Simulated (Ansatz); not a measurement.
**B2GeH7N: ladder of methods at one geometry**

The task is a ladder of methods at one geometry, for B2GeH7N. SMILES: B[N](B)[GeH3].

Computed with Ansatz 0.2.0 through its Python package. The levels of theory stand in the script.

## Step 1: Starting point

Bond lengths: B1–N2 1.463 Å, N2–B3 1.535 Å, N2–Ge4 1.903 Å, B1–H5 1.218 Å, B1–H6 1.201 Å, B3–H7 1.207 Å, B3–H8 1.144 Å, Ge4–H9 1.489 Å, Ge4–H10 1.589 Å, Ge4–H11 1.506 Å. Angles (14 of 15 angles, heavy atoms first): B1–N2–B3 107.8°, B1–N2–Ge4 109.1°, B3–N2–Ge4 108.2°, N2–B1–H5 120.9°, N2–B1–H6 123.5°, N2–B3–H7 116.2°, N2–B3–H8 117.9°, N2–Ge4–H9 108.7°, N2–Ge4–H10 105.3°, N2–Ge4–H11 109.0°, H5–B1–H6 109.8°, H7–B3–H8 114.0°, H9–Ge4–H10 110.7°, H9–Ge4–H11 113.8°.

No structure file is read: the coordinates are typed or built in the script.

## Step 2: Script

The input, methods_b2geh7n.py:

```python
"""B2GeH7N at several levels of theory."""

from pathlib import Path
import logging
import sys

import ansatz
import numpy as np

logging.basicConfig(stream=sys.stdout, format="%(levelname)s:%(name)s:%(message)s")
logger = logging.getLogger("calc")
logger.setLevel(logging.INFO)


def main() -> None:
    geometry_ang = [
        ("B", (-0.8073, 1.0053, 0.8115)),
        ("N", (0.2263, -0.0049, 0.5835)),
        ("B", (-0.4487, -1.3833, 0.6252)),
        ("Ge", (0.9671, 0.2427, -1.1514)),
        ("H", (-0.6269, 2.167, 0.4919)),
        ("H", (-1.6006, 0.9492, 1.7109)),
        ("H", (0.2082, -2.3106, 0.2174)),
        ("H", (-1.0949, -1.6348, 1.535)),
        ("H", (1.9799, -0.8217, -1.3959)),
        ("H", (-0.2559, 0.0933, -2.1542)),
        ("H", (1.5181, 1.6408, -1.2534)),
    ]
    geometry = ansatz.Crystal.molecule()
    for symbol, xyz in geometry_ang:
        geometry = geometry.atom(symbol, xyz)

    job = geometry.calculation().basis(gaussian="def2-SVP")

    logger.info("functional    E (Ha)        dipole (D)   HOMO (eV)  LUMO (eV)")
    for name in ["b3lyp", "pbe", "revpbe", "cam_b3lyp"]:
        rep = job.functional(name).forces().orbitals().run(threads=1, runs_dir="runs").report
        lines = Path(rep["orbitals_path"]).read_text().splitlines()
        field_of = lambda key: [line.split("=")[1].strip() for line in lines if line.startswith(key)]
        orbitals = [(27.211386 * float(e), s, float(n)) for e, s, n in zip(field_of("Ene="), field_of("Spin="), field_of("Occup="))]
        homo = max(e for e, _, n in orbitals if n > 0.5)
        lumo = min(e for e, _, n in orbitals if n < 0.5)
        dipole = 4.803205 * np.linalg.norm(rep["charge_distribution"]["dipole_moment_e_ang"])
        logger.info(f"{name:10s} {rep['free_energy_ev'] / 27.211386246:14.6f} {dipole:9.3f} {homo:11.3f} {lumo:10.3f}")


if __name__ == "__main__":
    main()
```

## Step 3: What the engine is handed

The package turns the script's settings into the engine's input (first run):

```yaml
crystal:
  periodic: [false, false, false]
  atoms:
    - { symbol: B, position_ang: [-0.8073, 1.0053, 0.8115] }
    - { symbol: "N", position_ang: [0.2263, -0.0049, 0.5835] }
    - { symbol: B, position_ang: [-0.4487, -1.3833, 0.6252] }
    - { symbol: Ge, position_ang: [0.9671, 0.2427, -1.1514] }
    - { symbol: H, position_ang: [-0.6269, 2.167, 0.4919] }
    - { symbol: H, position_ang: [-1.6006, 0.9492, 1.7109] }
    - { symbol: H, position_ang: [0.2082, -2.3106, 0.2174] }
    - { symbol: H, position_ang: [-1.0949, -1.6348, 1.535] }
    - { symbol: H, position_ang: [1.9799, -0.8217, -1.3959] }
    - { symbol: H, position_ang: [-0.2559, 0.0933, -2.1542] }
    - { symbol: H, position_ang: [1.5181, 1.6408, -1.2534] }
basis:
  gaussian:
    orbitals: def2-SVP
hamiltonian:
  xc: b3lyp
output:
  orbitals: {}
  forces: true
```

## Step 4: The run

Run with:

```bash
$ python methods_b2geh7n.py
```

Log:

```text
INFO:calc:functional    E (Ha)        dipole (D)   HOMO (eV)  LUMO (eV)
INFO:calc:b3lyp        -2185.365106     1.512      -8.230     -1.835
INFO:calc:pbe          -2184.816286     1.469      -7.077     -2.665
INFO:calc:revpbe       -2185.106457     1.466      -7.056     -2.557
INFO:calc:cam_b3lyp    -2185.358284     1.558      -9.840     -0.456
```

Wall time 15 s (1 thread of Arm Neoverse V2, shared host); peak memory 0.34 GiB.

## Step 5: What changed from run to run

The engine's inputs for the other runs:

Run 2, against run 1:

```diff
@@ -19 +19 @@
-  xc: b3lyp
+  xc: pbe
```

Run 3, against run 1:

```diff
@@ -19 +19 @@
-  xc: b3lyp
+  xc: revpbe
```

Run 4, against run 1:

```diff
@@ -19 +19 @@
-  xc: b3lyp
+  xc: cam_b3lyp
```

## Step 6: What each run gave

One row for each of the 4 runs:

| run | functional | energy (eV) | SCF cycles | CPU time (s) |
| --- | --- | --- | --- | --- |
| 1 | b3lyp | -59466.8140 | 16 | 4.3 |
| 2 | pbe | -59451.8798 | 16 | 2.6 |
| 3 | revpbe | -59459.7758 | 16 | 2.9 |
| 4 | cam_b3lyp | -59466.6283 | 17 | 4.9 |

Totals under unlike functionals or potentials can't be compared directly.

The fields below are those of run 1.

## Step 7: Pictures from the orbitals

Orbitals, density, ELF and potential are computed afterwards from the orbital file.

Frontier orbitals at B3LYP/def2-SVP, with the share of their density that lies nearest to each atom:

| orbital | energy (eV) | lies on |
| --- | --- | --- |
| HOMO | -8.23 | H5, H6 about 30 % each; N2 14 %; B1 13 % |
| LUMO | -1.83 | B3 50 %; H7, H8 about 12 % each; B1 9 % |

ELF in a plane through or near 7 of the atoms.

Ten even steps from '0' (0.00) to '9' (1.00):
```
0000000000000000000000000000
0000000000000000000000000000
0000000000000144100000000000
0000000000006999940000000000
0000001100009999961001000000
0000478981008999963799860000
0001799997203999757999991000
0002799997410251948999993000
0000478752212365117999961000
0000123145624677631110000000
0000022144624767631210000000
0000368742222366226999960000
0001699997410152746999992000
0001799997203899646999981000
0000378982007999973688740000
0000001100008999972000000000
0000000000006999951000000000
0000000000000133200000000000
0000000000000000000000000000
0000000000000000000000000000
```
The map spans 9.6 Å across and 9.8 Å up, centred on the molecule. Atoms in the plane (x, y in Å): B1 (1.0, 1.2), B3 (1.0, -1.2), Ge4 (-1.5, 0.0), H5 (0.4, 2.3), H6 (2.1, 1.3), H7 (0.4, -2.3), H8 (2.1, -1.3).

log10 of the density (e/Å³) in the same plane.

Ten even steps from '0' (-4.0) to '9' (1.8):
```
0000000000000000000000000000
0000000000000111110000000000
0000000000012222221100000000
0000001111223444433221100000
0000122222234555544332211000
0011233443335567655544331100
0012344554445566666665432100
0022445666555566876775432100
0122445666665666766665432100
0122345689976677665544321100
0122345689976677665544321100
0022445666665566766665432100
0022445666555566986775432100
0012344555444566666665432100
0011233443334567665544321100
0000112222234455544332210000
0000001111223344433221100000
0000000000011222221100000000
0000000000000111110000000000
0000000000000000000000000000
```
The map spans 9.6 Å across and 9.8 Å up, centred on the molecule. Atoms in the plane (x, y in Å): B1 (1.0, 1.2), B3 (1.0, -1.2), Ge4 (-1.5, 0.0), H5 (0.4, 2.3), H6 (2.1, 1.3), H7 (0.4, -2.3), H8 (2.1, -1.3).

On the surface of density 0.002 e/bohr³ the electrostatic potential runs, from the 1st to the 99th percentile, from -0.63 V near N2 to 1.90 V near B3.

## Step 8: What came out

| quantity | value |
| --- | --- |
| runs compared | 4 |
| HOMO-LUMO gap of the mean field (B3LYP/def2-SVP) | 6.40 eV |

All 4 runs converged (16 to 17 cycles). Notes:
- The geometry is a force-field or estimated start, not a minimum of this method, and the basis set is short of its limit. A lower total doesn't mark the better method: functionals have no common bound, and MP2 and coupled cluster aren't variational.
- b3lyp holds the VWN-RPA fit, as in Gaussian; the form of ORCA and Turbomole is b3lyp5.
- Levels such as HOMO and LUMO are orbital energies: with these approximate functionals they aren't the ionisation energy and electron affinity, and their gap isn't the fundamental gap.
